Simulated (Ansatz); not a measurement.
**AlAs (triplet): the correlation ladder at distance Al1–As2 = 4.277 Å, cc-pVDZ**

Aim: climb from Hartree-Fock through coupled cluster and multireference methods for AlAs (triplet) at one geometry and basis, and see what each rung misses.

Computed with Ansatz 0.2.0, Gaussian basis. Level: cc-pVDZ, core rule «outside noble gas», up to 19 orbitals frozen.

To be run: UHF; CCSD(T) on ROHF; CCSD(T) on UHF; BCCD(T) on ROHF; CISD as a restricted active space (open shells left free, so some higher excitations enter); CCSDT(Q) on ROHF; CCSDT(Q) on UHF; CCSDTQ on ROHF; CCSDTQ on UHF; CASSCF and MRCISD+Q, 4 electrons in 4 orbitals; CASSCF and NEVPT2, 4 electrons in 4 orbitals; CASSCF and MRCISD+Q, 8 electrons in 8 orbitals; CASSCF and NEVPT2, 8 electrons in 8 orbitals; Full CI.

2 further runs of the same task are left out: 2 for a known fault of the program. Runs told in other sessions of the task aren't counted.

### 1 The geometry

The geometry derives from a PBE0/def2-TZVP stationary point (not a proven minimum). One bond is set to the value named and the two fragments are kept rigid. No spin-orbit coupling is included. The filled d shell of As may be among the frozen orbitals whatever the setting's name suggests.

2 atoms, charge 0, spin multiplicity 3.

Atoms are counted from 1 here; the program's logs count them from 0.

No contacts short enough for the rule that draws bonds.

As a file:

```xyz
2

Al    0.00000    0.00000    0.00000
As    0.00000    0.00000    4.27700
```

### 2 UHF

Input file in.yaml:

```yaml
crystal:
  periodic: [false, false, false]
  atoms:
    - {symbol: Al, position_ang: [0.000000, 0.000000, 0.000000]}
    - {symbol: As, position_ang: [0.000000, 0.000000, 4.277000]}
basis:
  gaussian: {orbitals: cc-pVDZ}
magnetization: {spin_polarized: true, initial_magnetization: 2}
hamiltonian: {xc: hf}
output: {orbitals: {seedname: orbitals}}
```

The run is started by

```console
> ansatz run in.yaml --threads 1 --pin off --events-out ev --progress --plain --max-ram 2560MiB --backend cpu
```

After this run come: CCSD(T) on ROHF; CCSD(T) on UHF; BCCD(T) on ROHF; CISD as a restricted active space (open shells left free, so some higher excitations enter); CCSDT(Q) on ROHF; CCSDT(Q) on UHF; CCSDTQ on ROHF; CCSDTQ on UHF; CASSCF and MRCISD+Q, 4 electrons in 4 orbitals; CASSCF and NEVPT2, 4 electrons in 4 orbitals; CASSCF and MRCISD+Q, 8 electrons in 8 orbitals; CASSCF and NEVPT2, 8 electrons in 8 orbitals; Full CI.

**Question.** What will the summary of the whole plan be? Wanted: FCI from the RHF energy; RMP2 from FCI; UMP2 from FCI; RCCSD from FCI; RCCSD(T) from FCI; UCCSD(T) from FCI; RCCSDT(Q) from FCI; UCCSDT(Q) from FCI; NEVPT2 pair from FCI.

As calculated:

| quantity | value |
| --- | --- |
| FCI from the ROHF energy | -4.8782 eV |
| RMP2 from FCI | +1727.7 meV |
| UMP2 from FCI | +962.1 meV |
| RCCSD from FCI | +227.6 meV |
| RCCSD(T) from FCI | +37.2 meV |
| UCCSD(T) from FCI | +54.6 meV |
| RCCSDT(Q) from FCI | -6.3 meV |
| UCCSDT(Q) from FCI | -3.5 meV |
| NEVPT2 pair from FCI | +849.6 meV |
| MRCISD+Q pair from FCI | -67.7 meV |
| NEVPT2 valence from FCI | +664.0 meV |
| levels within 1 kcal/mol (43 meV) | RCCSD(T), RCCSDT, UCCSDT, RCCSDT(Q), UCCSDT(Q), RCCSDTQ, UCCSDTQ, MRCISD+Q valence |
| T1 diagnostic | 0.204 |
| effectively unpaired electrons | 3.41 |

RCCSD(T) lands +37.2 meV from the yardstick (0.8 % of the correlation energy). RCCSDT(Q), UCCSDT(Q), UCCSDTQ, MRCISD+Q pair, MRCISD+Q valence fall below full CI: unrestricted runs freeze a spin-polarised core, another one than full CI's, and coupled cluster isn't variational. The occupations show strong static correlation (3.4 unpaired electrons where one determinant has 2). Coupled cluster on one determinant still stays close here. Of the multireference levels listed MRCISD+Q valence comes nearest in total energy (-26.0 meV), which doesn't show that its space is the better one. These misses are within one basis, not against nature; the frozen cores of restricted and unrestricted runs differ, which can shift their rows.

Levels on UHF freeze UHF's core orbitals, full CI those of ROHF, so the U rows can settle a little off it for that reason alone.

With open shells the CI space here admits some higher excitations, so it is larger than plain CISD.
